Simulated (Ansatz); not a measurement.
**MgBr+ (triplet): the correlation ladder at distance Br1–Mg2 = 9.591 Å, cc-pVDZ**

The task here is to estimate one member of a computed series from the others.

Computed with Ansatz 0.2.0, Gaussian basis. Level: cc-pVDZ, core rule «outside noble gas», up to 19 orbitals frozen.

To be run: UHF; CCSD(T) on ROHF; CCSD(T) on UHF; BCCD(T) on ROHF; CISD; CCSDT(Q) on ROHF; CCSDT(Q) on UHF; CASSCF and MRCISD+Q, 4 electrons in 4 orbitals; CASSCF and NEVPT2, 4 electrons in 4 orbitals.

47 further runs of the same task are left out: 22 for a known fault of the program, 2 for a mislabelled method, 19 that didn't finish, 4 set aside as unsound or not needed.

## The system

The geometry derives from a PBE0/def2-TZVP stationary point (not a proven minimum). One bond is set to the value named and the two fragments are kept rigid. No spin-orbit coupling is included. The filled d shell of Br may be among the frozen orbitals whatever the setting's name suggests; the logs give the count.

2 atoms, charge 1, spin multiplicity 3.

Atoms are counted from 1 here; the program's logs count them from 0.

No contacts short enough for the rule that draws bonds.

Coordinates:

```xyz
2
BrMg
Br    0.0000    0.0000    0.0000
Mg    0.0000    0.0000    9.5910
```

The first run:

File in.yaml:

```yaml
crystal:
  periodic: [false, false, false]
  atoms:
    - {symbol: Br, position_ang: [0.000000, 0.000000, 0.000000]}
    - {symbol: Mg, position_ang: [0.000000, 0.000000, 9.591000]}
basis:
  gaussian: {orbitals: cc-pVDZ}
total_charge: 1
magnetization: {spin_polarized: true, initial_magnetization: 2}
hamiltonian: {xc: hf}
output: {orbitals: {seedname: orbitals}}
```

Command:

```sh
ansatz run in.yaml --threads 1 --pin off --events-out ev --progress --plain --max-ram 2393MiB
```

Steps of the session up to this table: UHF; CCSD(T) on ROHF; CCSD(T) on UHF; BCCD(T) on ROHF; CISD; CCSDT(Q) on ROHF; CCSDT(Q) on UHF; CASSCF and MRCISD+Q, 4 electrons in 4 orbitals; CASSCF and NEVPT2, 4 electrons in 4 orbitals.

One of the session's tables, all rows but one given; the rest of the session is left out.

It belongs to the step «Misses and costs». 

| method | from UCCSDT(Q) (meV) |
| --- | --- |
| ROHF | +3029.5 |
| UHF | ? |
| RMP2 | +405.5 |
| UMP2 | +417.8 |
| CISD | +122.3 |
| RCCSD | +36.4 |
| UCCSD | +30.9 |
| RCCSD(T) | +11.8 |
| UCCSD(T) | +8.0 |
| BCCD(T) | +11.6 |
| RCCSDT | +7.2 |
| UCCSDT | +3.7 |
| RCCSDT(Q) | +3.5 |
| UCCSDT(Q) | 0 |
| CASSCF pair | +2774.1 |
| NEVPT2 pair | +365.0 |
| MRCISD pair | +106.5 |
| MRCISD+Q pair | -15.4 |

**Question.** Estimate the row for UHF.

The run gave: from UCCSDT(Q) (meV): +2933.8. In the column «from UCCSDT(Q) (meV)» it lies between CASSCF pair (+2774.1) and ROHF (+3029.5).

To keep in mind: Restricted and unrestricted rows rest on different reference determinants; where their highest levels disagree by more than a few hundredths of an eV, they describe different states and don't form one ladder.
